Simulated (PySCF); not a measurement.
# C₂H₆Se₃: magnetic properties

What do calculations give for the magnetic properties of C₂H₆Se₃?

Programs: PySCF 2.14.0, with routines of our own; each step states its level. All values are computed. Atoms count from 0.

## Step 1: The starting structure

11 atoms, charge 0, multiplicity 1; geometry from: GFN2-xTB.

## Step 2: Magnetic properties: GIAO BP86/def2-SVP

The job: settings as JSON, then the geometry in Å.

```
{"job": {"kind": "mag", "xc": "BP86", "basis": "def2-SVP"}, "charge": 0, "multiplicity": 1}
C     -1.530750     1.235510     1.917260
Se    -1.240970    -0.590070     1.254240
Se    -1.215600    -0.158020    -1.025600
Se     0.947520     0.549390    -1.478900
C      1.823080    -1.197140    -1.673020
H     -2.473160     1.613470     1.531070
H     -1.560580     1.181980     3.001240
H     -0.704190     1.863810     1.594420
H      2.865160    -1.008530    -1.911350
H      1.346000    -1.751670    -2.475850
H      1.743500    -1.738750    -0.733500
```

Method: GIAO BP86/def2-SVP magnetisability, rotational g tensor and spin-rotation constants, non-relativistic, gas phase.

Command:

```sh
$ OMP_NUM_THREADS=1 python excited_run.py task.json out
```

One launch serves the whole session: the jobs run in the order shown.

What it wrote:

```text
coarse grid: 47192 points
cycle   1  E = -7284.3560763411  dE = -2.408e+00  |g| = 4.786e-01  |ddm| = 3.643e+00
cycle   2  E = -7284.2873943458  dE =  6.868e-02  |g| = 6.715e-01  |ddm| = 9.475e-01
cycle   3  E = -7284.3955028279  dE = -1.081e-01  |g| = 1.406e-01  |ddm| = 7.629e-01
cycle   4  E = -7284.4016269643  dE = -6.124e-03  |g| = 3.976e-02  |ddm| = 2.459e-01
cycle   5  E = -7284.4021240064  dE = -4.970e-04  |g| = 1.357e-02  |ddm| = 7.395e-02
cycle   6  E = -7284.4021738748  dE = -4.987e-05  |g| = 2.696e-03  |ddm| = 1.958e-02
cycle   7  E = -7284.4021757117  dE = -1.837e-06  |g| = 5.471e-04  |ddm| = 3.716e-03
final grid: 93872 points
cycle   8  E = -7284.4021198383  dE = -1.047e-08  |g| = 7.190e-04  |ddm| = 2.425e-03
cycle   9  E = -7284.4021196616  dE =  1.767e-07  |g| = 1.063e-03  |ddm| = 2.458e-03
cycle  10  E = -7284.4021199640  dE = -3.023e-07  |g| = 2.325e-04  |ddm| = 1.609e-03
cycle  11  E = -7284.4021199803  dE = -1.633e-08  |g| = 2.369e-05  |ddm| = 3.577e-04
cycle  12  E = -7284.4021199804  dE = -1.564e-10  |g| = 6.965e-06  |ddm| = 4.060e-05
converged SCF energy = -7284.4021199804

Magnetisability tensor (1e-30 J/T^2)
    -1744.03      -22.48       20.90
      -22.48    -1679.35       19.37
       20.90       19.37    -1755.89
isotropic -1726.42   principal values   -1780.10  -1728.80  -1670.37
isotropic susceptibility -103.968 1e-6 cm^3/mol

Inertial axes            a          b          c
rot. const./GHz      2.2471     0.6480     0.6211
chi total          -107.008   -104.109   -100.786
chi diamagnetic    -611.947  -1719.054  -1737.789
chi paramagnetic    504.939   1614.945   1637.003
quadrupole/D A        3.572     -3.229     -0.343
g nuclear            0.5204     0.4883     0.4730
g electronic        -0.5331    -0.4916    -0.4777
g total             -0.0127    -0.0033    -0.0046

Spin-rotation constants (kHz, H = +C I.J)
atom  isotope        aa         bb         cc
  5     1H       -0.221     -0.006     -0.047
  6     1H       -0.063     -0.041     -0.067
  7     1H       -0.051     -0.054     -0.049
  8     1H       -0.057     -0.043     -0.068
  9     1H       -0.223     -0.003     -0.050
 10     1H       -0.057     -0.054     -0.047
  0    13C*       0.316      0.099      0.078
  1   77Se*       3.569      1.159      1.547
  2   77Se*       4.775      1.272      1.881
* in the singly substituted isotopologue
```

Run time: 66 s. Hardware: 1 thread of Arm Neoverse N1, shared host; peak memory 0.66 GiB.

From this job:

```csv
quantity,value
magnetisability,-1726·10⁻³⁰ J/T²
molar susceptibility,-104.0·10⁻⁶ cm³/mol
"rotational g (a, b, c)","-0.0127, -0.0033, -0.0046"
```

The fields below are evaluated on a grid from the run's orbitals.

Frontier orbitals at BP86/def2-SVP, with the share of their density that lies nearest to each atom:

```csv
orbital,energy (eV),lies on
HOMO,-5.30,"Se1, Se3 about 41 % each; Se2 7 %"
LUMO,-2.26,"Se2 40 %; Se1, Se3 about 27 % each"
```

ELF in a plane through or near 4 of the atoms.

Values, 10 rows by 14 columns:
```
0.00 0.00 0.00 0.00 0.00 0.00 0.00 0.00 0.00 0.00 0.00 0.00 0.00 0.00
0.00 0.00 0.00 0.00 0.00 0.00 0.00 0.00 0.00 0.00 0.00 0.00 0.00 0.00
0.00 0.00 0.00 0.03 0.00 0.00 0.00 0.00 0.00 0.00 0.01 0.02 0.00 0.00
0.00 0.00 0.69 0.88 0.13 0.03 0.06 0.01 0.04 0.06 0.37 0.92 0.09 0.00
0.00 0.01 0.70 0.93 0.54 0.21 0.23 0.06 0.28 0.56 0.54 0.94 0.18 0.00
0.00 0.00 0.13 0.86 0.49 0.32 0.35 0.31 0.41 0.65 0.42 0.53 0.02 0.00
0.00 0.00 0.66 0.99 0.34 0.19 0.46 0.27 0.57 0.09 0.85 0.95 0.04 0.00
0.00 0.00 0.01 0.39 0.01 0.43 0.44 0.44 0.70 0.06 0.02 0.12 0.00 0.00
0.00 0.00 0.00 0.00 0.00 0.29 0.77 0.82 0.44 0.03 0.00 0.00 0.00 0.00
0.00 0.00 0.00 0.00 0.00 0.01 0.12 0.14 0.04 0.00 0.00 0.00 0.00 0.00
```
The map spans 12.1 Å across and 8.4 Å up, centred on the molecule. Atoms in the plane (x, y in Å): C0 (2.7, 0.2), Se2 (0.0, -1.6), C4 (-2.7, 0.2), H9 (-3.2, -0.8).

On the surface of density 0.002 e/bohr³ the electrostatic potential runs, from the 1st to the 99th percentile, from -0.72 V near Se1 to 0.90 V near H8.

## Step 3: Magnetic properties: GIAO wB97X/def2-SVP

The job, as its differences from that of step 2:

```diff
@@ -1,2 +1,2 @@
-{"job": {"kind": "mag", "xc": "BP86", "basis": "def2-SVP"}, "charge": 0, "multiplicity": 1}
+{"job": {"kind": "mag", "xc": "wB97X", "basis": "def2-SVP"}, "charge": 0, "multiplicity": 1}
 C     -1.530750     1.235510     1.917260
```

Method: GIAO wB97X/def2-SVP magnetisability, rotational g tensor and spin-rotation constants, non-relativistic, gas phase.

What it wrote:

```text
coarse grid: 47192 points
cycle   1  E = -7283.6246302102  dE = -2.377e+00  |g| = 2.879e-01  |ddm| = 3.546e+00
cycle   2  E = -7283.6436998865  dE = -1.907e-02  |g| = 1.640e-01  |ddm| = 4.139e-01
cycle   3  E = -7283.6478385969  dE = -4.139e-03  |g| = 3.166e-02  |ddm| = 1.593e-01
cycle   4  E = -7283.6481580088  dE = -3.194e-04  |g| = 1.087e-02  |ddm| = 5.360e-02
cycle   5  E = -7283.6481933213  dE = -3.531e-05  |g| = 3.721e-03  |ddm| = 1.863e-02
cycle   6  E = -7283.6481993402  dE = -6.019e-06  |g| = 9.584e-04  |ddm| = 8.754e-03
final grid: 93872 points
cycle   7  E = -7283.6477089448  dE = -1.195e-06  |g| = 6.995e-04  |ddm| = 3.643e-03
cycle   8  E = -7283.6477091464  dE = -2.015e-07  |g| = 6.074e-04  |ddm| = 1.874e-03
cycle   9  E = -7283.6477092310  dE = -8.466e-08  |g| = 1.199e-04  |ddm| = 7.071e-04
cycle  10  E = -7283.6477092589  dE = -2.783e-08  |g| = 4.142e-05  |ddm| = 8.014e-04
cycle  11  E = -7283.6477092603  dE = -1.481e-09  |g| = 1.117e-05  |ddm| = 1.739e-04
cycle  12  E = -7283.6477092604  dE = -1.055e-10  |g| = 3.326e-06  |ddm| = 5.648e-05
converged SCF energy = -7283.6477092604

Magnetisability tensor (1e-30 J/T^2)
    -1807.40      -12.50       31.27
      -12.50    -1754.15       10.33
       31.27       10.33    -1820.16
isotropic -1793.90   principal values   -1848.39  -1782.18  -1751.15
isotropic susceptibility -108.031 1e-6 cm^3/mol

Inertial axes            a          b          c
rot. const./GHz      2.2471     0.6480     0.6211
chi total          -111.294   -107.325   -105.475
chi diamagnetic    -612.588  -1719.362  -1738.200
chi paramagnetic    501.294   1612.037   1632.725
quadrupole/D A        3.890     -3.476     -0.414
g nuclear            0.5204     0.4883     0.4730
g electronic        -0.5292    -0.4907    -0.4764
g total             -0.0089    -0.0024    -0.0034

Spin-rotation constants (kHz, H = +C I.J)
atom  isotope        aa         bb         cc
  5     1H       -0.221     -0.009     -0.048
  6     1H       -0.074     -0.043     -0.067
  7     1H       -0.058     -0.054     -0.050
  8     1H       -0.068     -0.045     -0.067
  9     1H       -0.224     -0.005     -0.051
 10     1H       -0.064     -0.054     -0.048
  0    13C*       0.274      0.087      0.070
  1   77Se*       3.053      1.013      1.460
  2   77Se*       3.947      1.168      1.511
* in the singly substituted isotopologue
```

Run time: 77 s. Hardware: 1 thread of Arm Neoverse N1, shared host; peak memory 0.95 GiB.

In short:

```csv
quantity,value
magnetisability,-1794·10⁻³⁰ J/T²
molar susceptibility,-108.0·10⁻⁶ cm³/mol
"rotational g (a, b, c)","-0.0089, -0.0024, -0.0034"
```

## Step 4: Magnetic properties side by side

```csv
level,ξ (10⁻³⁰ J/T²),g(a),g(b),gap (eV),functions,time
GIAO BP86/def2-SVP,-1726,-0.0127,-0.0033,3.05,154,66 s
GIAO wB97X/def2-SVP,-1794,-0.0089,-0.0024,9.32,154,77 s
```

## Step 5: What came out

| quantity | value |
| --- | --- |
| magnetisability (step 2, GIAO BP86/def2-SVP) | -1726·10⁻³⁰ J/T² |
| molar susceptibility (step 2, GIAO BP86/def2-SVP) | -104.0·10⁻⁶ cm³/mol |
| rotational g (a, b, c) (step 2, GIAO BP86/def2-SVP) | -0.0127, -0.0033, -0.0046 |
| surface potential, 1st and 99th percentile | -0.72 V and 0.90 V |
| magnetisability over the levels | -1794 to -1726·10⁻³⁰ J/T² |

**Reading.** Steps that list no spin-orbit terms leave them out, which matters at and beside the heavy atoms. At BP86/def2-SVP, counted by nearest atom on the grid, the HOMO lies on Se1, Se3 about 41 % each; Se2 7 %, the LUMO on Se2 40 %; Se1, Se3 about 27 % each. The magnetisability spreads by 3.8 % over 2 levels of like cost. Two levels can agree by chance, so this spread shows no convergence. Vibrational averaging and real surroundings are missing from these values.
